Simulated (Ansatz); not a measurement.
Born–Oppenheimer molecular dynamics of a periodic cell of 16 atoms, WC (start crystal WC, start structure P-6m2, volume 1 times the crystal's). It starts from a structure without forces on its atoms.

Theory: DFT PBEsol, scalar-relativistic, plane waves, PAW (Ansatz). Settings: accuracy low, PAW set soft_1, cutoff 420 eV, k mesh 3x3x3, fermi-dirac smearing 0.17 eV, no spin polarisation.

```json
{"ensemble": "NVT, Langevin thermostat", "time step": "1 fs", "steps asked": "130", "set temperature": "2000 K", "friction": "0.02 /fs", "seed": "507571"}
```

First frame:

```xyz
16
Lattice="-2.8861 -4.9989 0.0000 4.3291 -2.4994 0.0000 0.0000 0.0000 5.6483" Properties=species:S:1:pos:R:3
W 0.000 -4.999 0.000
C 1.443 -4.166 1.412
W 0.000 -4.999 2.824
C 1.443 -4.166 4.236
W -1.443 -2.499 0.000
C 0.000 -1.666 1.412
W -1.443 -2.499 2.824
C 0.000 -1.666 4.236
W 1.443 -2.499 0.000
C 2.886 -1.666 1.412
W 1.443 -2.499 2.824
C 2.886 -1.666 4.236
W 0.000 0.000 0.000
C -1.443 -4.166 1.412
W 0.000 0.000 2.824
C -1.443 -4.166 4.236
```

**Question.** What does the run give?

**Answer.** The run went to its last step.

| Property | Result |
| --- | --- |
| steps done | 130 |
| time covered | 130 fs |
| mean temperature over the second half | 1841 K |
| spread of the potential energy over the second half | 65.7 meV per atom |
| mean potential energy of the second half above the start | 232.9 meV per atom |

A run of 0.13 ps of so small a system gives no equilibrium averages. Limits of this set-up: coarse k mesh, PAW files made for another functional, low accuracy level.

**Question.** What happens to the structure?

**Answer.** Mean squared displacements from the first frame to the last, about the centre of mass: W 0.01 Å², C 0.03 Å². Another seed would give other details.

**Question.** How do temperature and energy run in time?

**Answer.** 
```csv
time (fs),T (K),potential energy less start (eV)
0,1875,0.000
4,1547,0.563
8,1173,1.654
12,886,2.414
16,1050,2.435
20,1572,1.826
24,1528,1.711
28,1420,2.247
32,1230,2.963
36,1259,3.434
40,1349,3.415
44,1662,3.153
48,1867,2.979
52,2101,3.055
56,2107,3.295
60,2075,3.637
64,1881,4.101
68,1692,4.202
72,2246,3.905
76,2298,3.910
80,1781,4.543
84,1152,5.511
88,1374,5.732
92,1478,4.964
96,1873,4.032
100,2061,3.545
104,1865,3.384
108,1518,3.277
112,1582,3.037
116,1793,2.675
120,2182,2.311
124,2204,2.185
128,2317,2.345
```

Run time: 19 min on 2 threads of Arm Neoverse V2, with other jobs on the host, peak memory 0.63 GiB.
